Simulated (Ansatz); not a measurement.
**Pt (Pt (100), 5 layers): how the settings move a single-point run**

Aim: see which settings change the result for Pt (Pt (100), 5 layers), by how much, and at what cost.

Computed with Ansatz 0.2.0 (reference: DFT, LDA, norm-conserving pseudopotentials, Ansatz's default files, scalar-relativistic, unless a step's input says otherwise).

**1. The starting structure**

The structure is tetragonal, space group P4/mmm (No. 123). The conventional cell has a = 2.754 Å, b = 2.754 Å, c = 23.790 Å, α = 90.00°, β = 90.00°, γ = 90.00°. Pt (site symmetry 4mm) is surrounded by 8 Pt at 2.72 to 2.75 Å. Around Pt (site symmetry 4mm) lie 12 Pt at 2.72 to 2.75 Å. Pt (site symmetry 4/mmm) has 12 Pt at 2.75 Å as nearest neighbours.

Coordinates:

```
Pt
1.0
     2.75431    0.00000    0.00000
     0.00000    2.75431    0.00000
     0.00000    0.00000   23.79040
Pt
5
Direct
  0.00000 0.00000 0.33893
  0.50000 0.50000 0.41853
  0.00000 0.00000 0.50000
  0.50000 0.50000 0.58147
  0.00000 0.00000 0.66107
```

**2. Reference**

input.yaml

```yaml
crystal:
  lattice:
    - [2.7543088548, 0.0, 0.0]
    - [0.0, 2.7543088548, 0.0]
    - [0.0, 0.0, 23.7904]
  atoms:
    - { symbol: Pt, position: [0.0, 0.0, 0.3389327928] }
    - { symbol: Pt, position: [0.5, 0.5, 0.4185299866] }
    - { symbol: Pt, position: [0.0, 0.0, 0.4999999999] }
    - { symbol: Pt, position: [0.5, 0.5, 0.5814700133] }
    - { symbol: Pt, position: [0.0, 0.0, 0.6610672075] }
kpoints:
  mp_grid: { grid: [13, 13, 1] }
scf:
  occupations: { method: fermi_dirac, width: 0.1 }
hamiltonian:
  xc: lda
  pseudopotentials: { kind: nc }
output:
  forces: true
  stress: true
  eigenvalues: true
efield:
  axis: 3
  amplitude: 0
  dipole_correction: true
```

Run with:

```sh
$ ansatz run input.yaml --threads 2 --pin off --max-ram 4096MiB --backend cpu --events-out ev --progress --plain --runs-dir out
```

**3. Changing settings: ecutwfc 58.8 Ry**

input.yaml, as its differences from that of step 2:

```diff
@@ -26 +26,3 @@
   dipole_correction: true
+basis:
+  ecutwfc: "58.8 Ry"
```

**Question.** What will these runs give? Wanted: for each run, ending; energy change; gap; force.

As calculated:

```csv
run,ending,energy change,gap (eV),force (eV/Å),cycles,time
reference,converged,0,0.00,0.03,8,48 s
1: ecutwfc 58.8 Ry,converged,+272.6 meV/atom,0.00,0.02,8,30 s
```

Residual by cycle in the longest SCF loop of each run; runs are numbered as in the table. The quantity is the density residual dr2, in eV.

```csv
cycle,reference,run 1
1,10.9,10.9
2,0.437,0.439
3,0.0461,0.047
4,6.3e-4,6.0e-4
5,4.6e-5,5.0e-5
6,5.6e-6,6.2e-6
7,1.3e-6,1.3e-6
8,1.8e-8,6.8e-8
```

**Reading.** Changing the cutoff moves the energy by +272.6 meV/atom. The log warns that the cutoff is under what these potentials recommend, so the shift is basis error. Cost: 30 s against 48 s. Run 1 ran under the cutoff that the potentials recommend, as the log warns, so basis error is mixed into its values.
